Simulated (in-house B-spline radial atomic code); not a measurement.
**La²⁶⁺: excited configurations**

How much energy does it take to promote electrons of La²⁶⁺ to other shells? Each configuration is solved by itself and compared with the reference.

Method: Dirac-Hartree-Fock, average of configuration, Fermi nucleus, basis-set limit. Code: in-house B-spline radial atomic code version 1.

### Step 1. The atom as given

- element: lanthanum (Z = 57)
- charge: +26
- electrons: 31
- configuration: [Ar] 3d10 4s2 4p1
- Hamiltonian: Dirac-Coulomb
- nucleus: Fermi, rms radius 4.855 fm

Outer shells as boxes (Hund's rule):

[Ar] 3d10 4s2 4p1
```
[Ar] core
3d [↑↓][↑↓][↑↓][↑↓][↑↓]
4s [↑↓]
4p [↑ ][  ][  ]
```

The boxes draw the filling by Hund's rule, which heavy ions in jj coupling don't follow; these runs average over all states of the configuration.

The run's settings:

```ini
Z = 57
electrons = 31.0
configuration = [Ar] 3d10 4s2 4p1
hamiltonian = dirac
method = hf
spin_polarised = False
nucleus = fermi
rms_radius = 4.855
mass_number = 139
atomic_mass = 138.906362927
speed_of_light = 137.035999084
```

From the earlier run of the reference: total energy -8166.843725 hartree. Levels, eight at most:

| orbital | occupation | energy (eV) | <r> (bohr) |
| --- | --- | --- | --- |
| 3s1/2 | 2 | -2185.19 | 0.2796 |
| 3p1/2 | 2 | -2026.60 | 0.2698 |
| 3p3/2 | 4 | -1940.94 | 0.2808 |
| 3d3/2 | 4 | -1672.88 | 0.2512 |
| 3d5/2 | 6 | -1654.57 | 0.2547 |
| 4s1/2 | 2 | -961.12 | 0.5863 |
| 4p1/2 | 0.333333 | -906.26 | 0.5896 |
| 4p3/2 | 0.666667 | -882.29 | 0.6060 |

### Step 2. [Ar] 3d10 4s2 8p1

The run's settings:

```ini
Z = 57
electrons = 31.0
configuration = [Ar] 3d10 4s2 8p1
hamiltonian = dirac
method = hf
spin_polarised = False
nucleus = fermi
rms_radius = 4.855
mass_number = 139
atomic_mass = 138.906362927
speed_of_light = 137.035999084
```

### Step 3. Run with [Ar] 3d10 4s2 8d1

The settings differ from step 2 so:

```diff
@@ -2,3 +2,3 @@
 electrons = 31.0
-configuration = [Ar] 3d10 4s2 8p1
+configuration = [Ar] 3d10 4s2 8d1
 hamiltonian = dirac
```

### Step 4. Run with [Ar] 3d10 4s2 4f1

The settings differ from step 3 so:

```diff
@@ -2,3 +2,3 @@
 electrons = 31.0
-configuration = [Ar] 3d10 4s2 8d1
+configuration = [Ar] 3d10 4s2 4f1
 hamiltonian = dirac
```

### Step 5. [Ar] 3d10 4s1 4p1 8g1

The settings differ from step 4 so:

```diff
@@ -2,3 +2,3 @@
 electrons = 31.0
-configuration = [Ar] 3d10 4s2 4f1
+configuration = [Ar] 3d10 4s1 4p1 8g1
 hamiltonian = dirac
```

### Step 6. Run with [Ar] 3d10 4s1 4p1 6s1

The settings differ from step 5 so:

```diff
@@ -2,3 +2,3 @@
 electrons = 31.0
-configuration = [Ar] 3d10 4s1 4p1 8g1
+configuration = [Ar] 3d10 4s1 4p1 6s1
 hamiltonian = dirac
```

Q: How far above the reference does each configuration lie (order and size, in eV)?

**Answer**, as computed:

| net move | configuration | energy above the reference (eV) | with Breit, QED, recoil (eV) | largest <r> (bohr) |
| --- | --- | --- | --- | --- |
| 4p → 4f | [Ar] 3d10 4s2 4f1 | 220.38 | 219.75 | 0.587 |
| 4s → 6s | [Ar] 3d10 4s1 4p1 6s1 | 599.84 | 599.11 | 1.53 |
| 4p → 8p | [Ar] 3d10 4s2 8p1 | 708.52 | 707.95 | 3.02 |
| 4p → 8d | [Ar] 3d10 4s2 8d1 | 718.87 | 718.26 | 3.12 |
| 4s → 8g | [Ar] 3d10 4s1 4p1 8g1 | 804.30 | 803.36 | 3.15 |

Quantum defects of the promoted electron, δ = n − ζ/√(−2ε) with ζ = 27 and ε its orbital energy in hartree:

| promotion | δ |
| --- | --- |
| 4s → 6s | 0.840 |
| 4p → 8p | 0.607 |
| 4p → 8d | 0.387 |
| 4s → 8g | 0.039 |

**Reading.** The lowest of them is 4p → 4f at 220.38 eV and the highest 4s → 8g at 804.30 eV. Of those tabulated, the defect is largest for 6s (0.84) and least for 8g (0.04); at this charge much of the defect is relativistic. Two partly filled shells share a symmetry and can mix in the average, which may lower the energy, for: 4s → 6s. These are averages over configurations, without correlation, not spectroscopic levels.
